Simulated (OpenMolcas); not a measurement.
# HF/cc-pVTZ (RICD fitting, fitting threshold 0.001) run of SiBr4 (SMILES Br[Si](Br)(Br)Br)

What is the vertical ionisation energy of SiBr4 at HF/cc-pVTZ (RICD fitting, fitting threshold 0.001)? 

The calculation is run with OpenMolcas 26.06.

## Step 1: Starting point

The species is SiBr4 (5 atoms), meant as a singlet with charge 0. As SMILES, `Br[Si](Br)(Br)Br`. The shape is that of a GFN2-xTB optimisation.

Bond lengths: Br1–Si2 2.209 Å, Si2–Br3 2.209 Å, Si2–Br4 2.210 Å, Si2–Br5 2.209 Å. Angles: Br1–Si2–Br3 109.4°, Br1–Si2–Br4 109.5°, Br1–Si2–Br5 109.5°, Br3–Si2–Br4 109.5°, Br3–Si2–Br5 109.5°, Br4–Si2–Br5 109.5°.

## Step 2: The energy at HF/cc-pVTZ (RICD fitting, fitting threshold 0.001)

job.input

```
* Br4Si Hartree-Fock
&GATEWAY
BasLib = $CurrDir
Coord
5
angstrom
Br      -1.206870       0.111140       1.846470
Si       0.000160       0.000140      -0.000410
Br       1.851430      -1.137800       0.398170
Br      -1.163650      -1.015700      -1.580130
Br       0.518930       2.042210      -0.664100
Basis = cc-pVTZ
Group = NoSym
RICD
CDThreshold = 0.001
&SEWARD
&SCF
PrOrbitals = 1 1
```

The basis set cc-pVTZ is read from a file made from the Basis Set Exchange's data (not shown).

Started as:

```console
$ export MOLCAS_MEM=1860
$ pymolcas job.input > job.log
```

Log:

```text
--- Start Module: gateway ---
[...]
--- Stop Module: gateway /rc=_RC_ALL_IS_WELL_ ---
[...]
--- Start Module: seward ---
[...]
      Basis functions          206
--- Stop Module: seward /rc=_RC_ALL_IS_WELL_ ---
[...]
--- Start Module: scf ---
[...]
       Convergence after  11 Iterations
[...]
::    Total SCF energy                             -10578.9926447480
[...]
      Total spin, S                                     0.0000000000
[...]
      Total electronic charge=  154.000000
      Total            charge=   -0.000000
[...]
      Dipole Moment (debye):
      Origin of the operator (angstrom)=   -0.0000   -0.0000    0.0001
                   X=  1.2507E-03               Y=  2.2843E-03               Z= -1.5686E-03           Total=  3.0401E-03
      Quadrupole Moment (debye*angstrom):
[...]
--- Stop Module: scf /rc=_RC_ALL_IS_WELL_ ---
[...]
```

Run time: 42 s. Hardware: 1 thread of Arm Neoverse V1, shared host; peak memory 0.23 GiB.

## Step 3: The doublet cation at the same level

job.inp

```
>>> EXPORT MOLCAS_PRINT=2
&GATEWAY
BasLib=$CurrDir
Coord
5
angstrom
Br      -1.206870       0.111140       1.846470
Si       0.000160       0.000140      -0.000410
Br       1.851430      -1.137800       0.398170
Br      -1.163650      -1.015700      -1.580130
Br       0.518930       2.042210      -0.664100
Basis=cc-pVTZ
Group=NoSym
RICD
CDThreshold=0.001
&SEWARD
&SCF
UHF
Charge=1
Spin=2
PrOrbitals=1 1
```

The basis set cc-pVTZ is read from a file made from the Basis Set Exchange's data (not shown).

Started as:

```console
$ export MOLCAS_MEM=1860
$ pymolcas job.inp > job.log
```

Log:

```text
--- Start Module: gateway ---
[...]
--- Stop Module: gateway /rc=_RC_ALL_IS_WELL_ ---
[...]
--- Start Module: seward ---
[...]
      Basis functions          206
--- Stop Module: seward /rc=_RC_ALL_IS_WELL_ ---
[...]
--- Start Module: scf ---
[...]
       Convergence after  56 Iterations
[...]
::    Total SCF energy                             -10578.6082431610
[...]
      Total spin, S                                     0.5058670832
[...]
      Total electronic charge=  153.000000
      Total            charge=    1.000000
[...]
      Dipole Moment (debye):
      Origin of the operator (angstrom)=   -0.0000   -0.0000    0.0001
                   X=  4.3717E+00               Y= -2.7544E+00               Z=  1.1778E+00           Total=  5.2996E+00
      Center of Charge (angstrom)
[...]
--- Stop Module: scf /rc=_RC_ALL_IS_WELL_ ---
[...]
```

Wall time 4.9 min (1 thread of Arm Neoverse V1, shared host); peak memory 0.28 GiB.

## Step 4: Results

At HF/cc-pVTZ (RICD fitting, fitting threshold 0.001):

| quantity | value |
| --- | --- |
| singlet SiBr4: total energy | -10578.99264 Eh |
| singlet SiBr4: dipole moment | 0.00 D |
| singlet SiBr4: HOMO energy | -11.63 eV |
| singlet SiBr4: LUMO energy | 1.78 eV |
| singlet SiBr4: HOMO–LUMO gap | 13.41 eV |
| doublet cation: total energy | -10578.60824 Eh |
| doublet cation: HOMO energy (highest over α and β) | -15.81 eV |
| doublet cation: LUMO energy (lowest over α and β) | -9.00 eV |
| doublet cation: ⟨S²⟩ | 0.762 |
| vertical ionisation energy (to the doublet cation) | 10.460 eV |

**Reading.** Removing an electron at fixed nuclei costs 10.46 eV (241 kcal/mol). The negative HOMO energy of the first species, 11.63 eV, lies 1.17 eV above that difference.
